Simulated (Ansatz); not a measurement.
# C₂H₃AlCl₂: small, medium and large basis sets

How large a basis does C₂H₃AlCl₂ need? Two functionals are run in growing sets.

Method: one geometry, several basis sets; program: Ansatz 0.2.0, Gaussian basis.

Levels to be run: PBE0-D4/def2-SVP; ωB97M-V/def2-SVP; PBE0-D4/def2-QZVPP; ωB97M-V/def2-QZVPP; the functionals' def2-TZVPP values are taken from earlier runs.

### 1 The relaxed structure

An earlier PBE0-D4 in a triple-zeta def2 set relaxation fixed the geometry.

SMILES `C=[CH][Al]([Cl])[Cl]`, 8 atoms, charge 0, spin multiplicity 1.

Atoms are counted from 1 here; the program's logs count them from 0.

Bond lengths: C1–C2 1.334 Å, C1–H6 1.088 Å, C1–H7 1.087 Å, C2–Al3 1.918 Å, C2–H8 1.089 Å, Al3–Cl4 2.086 Å, Al3–Cl5 2.089 Å. Angles: C2–C1–H6 122.4°, C2–C1–H7 122.0°, H6–C1–H7 115.7°, C1–C2–Al3 120.9°, C1–C2–H8 117.8°, Al3–C2–H8 121.2°, C2–Al3–Cl4 122.3°, C2–Al3–Cl5 119.7°, Cl4–Al3–Cl5 118.0°.

### 2 PBE0-D4 in def2-SVP

File in.yaml:

```yaml
crystal:
  periodic: [false, false, false]
  atoms:
    - {symbol: C, position_ang: [0.668935, -0.070456, 1.286597]}
    - {symbol: C, position_ang: [-0.052234, -0.657662, 0.329612]}
    - {symbol: Al, position_ang: [-0.537876, 0.294662, -1.262958]}
    - {symbol: Cl, position_ang: [-1.662366, -0.581880, -2.785843]}
    - {symbol: Cl, position_ang: [0.066265, 2.279051, -1.508176]}
    - {symbol: H, position_ang: [0.957644, -0.588109, 2.198999]}
    - {symbol: H, position_ang: [1.006217, 0.959682, 1.202850]}
    - {symbol: H, position_ang: [-0.354485, -1.692388, 0.483018]}
basis:
  gaussian: {orbitals: def2-SVP}
hamiltonian: {xc: pbe0, dispersion: d4}
output: {orbitals: {seedname: orbitals}}
```

The runs that follow: ωB97M-V in def2-SVP; PBE0-D4 in def2-QZVPP; ωB97M-V in def2-QZVPP.

Q: Predict the results of all the runs planned. Wanted: PBE0-D4: double and triple zeta above quadruple; ωB97M-V: double and triple zeta above quadruple.

**Answer**, as computed:

| quantity | value |
| --- | --- |
| PBE0-D4: double and triple zeta above quadruple | 14.33, 1.05 eV |
| ωB97M-V: double and triple zeta above quadruple | 14.28, 1.00 eV |

PBE0-D4 gains 13.27 eV from double to triple zeta, then 1.05 eV more. These are total energies; as a rule much of such shifts cancels in differences, which this series doesn't test.
